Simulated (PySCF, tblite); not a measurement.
**C₆H₁₀BNO: geometry, infrared bands and NMR shifts**

What infrared bands and NMR shifts should C₆H₁₀BNO (`CC#CC[B@@H-](O)[N+]#CC`) show?

Computed with tblite 0.8.0 and PySCF 2.14.0, with density-fitted response routines of our own, on a single molecule in the gas phase. Atoms count from 0, in the outputs and in this text.

**1. The starting structure**

19 atoms, charge 0, multiplicity 1; geometry from: force field or distance geometry start.

Bonds of the start (Å): C0–C1 1.45, C1–C2 1.22, C2–C3 1.46, C3–B4 1.61, B4–O5 1.49, B4–N6 1.49, N6–C7 1.16, C7–C8 1.46, C0–H9 1.12, C0–H10 1.11, C0–H11 1.11, C3–H12 1.13, C3–H13 1.10, B4–H14 1.18, O5–H15 0.99, C8–H16 1.11, C8–H17 1.11, C8–H18 1.12.

**2. Optimising the geometry with GFN2-xTB**

What the job is given:

```
{"job": {"kind": "relax", "xc": "GFN2-xTB", "basis": "xTB"}, "charge": 0, "multiplicity": 1}
C     -4.435600    -0.521800    -0.346400
C     -3.066800    -0.080800    -0.153100
C     -1.912900     0.267600     0.026300
C     -0.537200     0.713200     0.216500
B      0.485000    -0.472400    -0.157300
O      0.399300    -0.741800    -1.615800
N      1.873200    -0.053600     0.179800
C      2.956800     0.269700     0.458700
C      4.318100     0.668900     0.798100
H     -4.936000    -0.673100     0.643600
H     -4.456600    -1.473000    -0.916300
H     -4.999700     0.254100    -0.913000
H     -0.403000     0.982400     1.301800
H     -0.334800     1.597700    -0.407500
H      0.205800    -1.448000     0.453700
H      0.863100    -1.606200    -1.741700
H      4.950200     0.638800    -0.108000
H      4.721800    -0.022300     1.563800
H      4.299400     1.709600     1.203900
```

Run with:

```console
$ OMP_NUM_THREADS=1 python probes_run.py task.json out
```

The driver reads the jobs from task.json and runs them one after another.

**Question.** This job is followed by: GFN2-xTB harmonic vibrations, gas phase; GIAO PBE0/pcSseg-1 NMR shielding, non-relativistic, gas phase. What will the session give for the following? strongest single infrared mode (GFN2-xTB); zero-point energy (GFN2-xTB); 13C shifts against TMS (PBE0/pcSseg-1); 1H shifts against TMS (PBE0/pcSseg-1, means over atoms taken as alike); 11B shifts against BF3·OEt2 (PBE0/pcSseg-1); 17O shifts against H2O (PBE0/pcSseg-1); 15N shifts against NH3 (PBE0/pcSseg-1); surface potential, 1st and 99th percentile.

The runs gave:

| quantity | value |
| --- | --- |
| strongest single infrared mode (GFN2-xTB) | 2444 cm⁻¹, 208 km/mol |
| zero-point energy (GFN2-xTB) | 91.1 kcal/mol |
| 13C shifts against TMS (PBE0/pcSseg-1) | 129.3, 90.0, 76.7, 21.5, 5.5, 2.0 ppm |
| 1H shifts against TMS (PBE0/pcSseg-1, means over atoms taken as alike) | 2.84, 2.40, 1.89, 1.42, 1.38, 1.23 ppm |
| 11B shifts against BF3·OEt2 (PBE0/pcSseg-1) | -6.5 ppm |
| 17O shifts against H2O (PBE0/pcSseg-1) | 53.5 ppm |
| 15N shifts against NH3 (PBE0/pcSseg-1) | 253.0 ppm |
| surface potential, 1st and 99th percentile | -2.23 V and 1.99 V |

In words: The optimisation took 126 steps and gained 0.356 eV; among the close pairs (by a distance rule), B4–N6 changed most, from 1.489 to 1.600 Å. The lowest mode is imaginary (29i cm⁻¹), so the xTB geometry is not a minimum. The strongest single mode, at 2444 cm⁻¹, moves mainly H14. Unscaled tight-binding wavenumbers are off by several per cent, some by more. Its intensities can rank the bands wrongly. At PBE0/pcSseg-1: Shielding is most anisotropic at N6 (span 486 ppm, paramagnetic term -323 ppm). By nearest atom (PBE0/pcSseg-1), the HOMO sits on C1 36 %; C2 29 % and the LUMO on C7 40 %; N6 31 %.
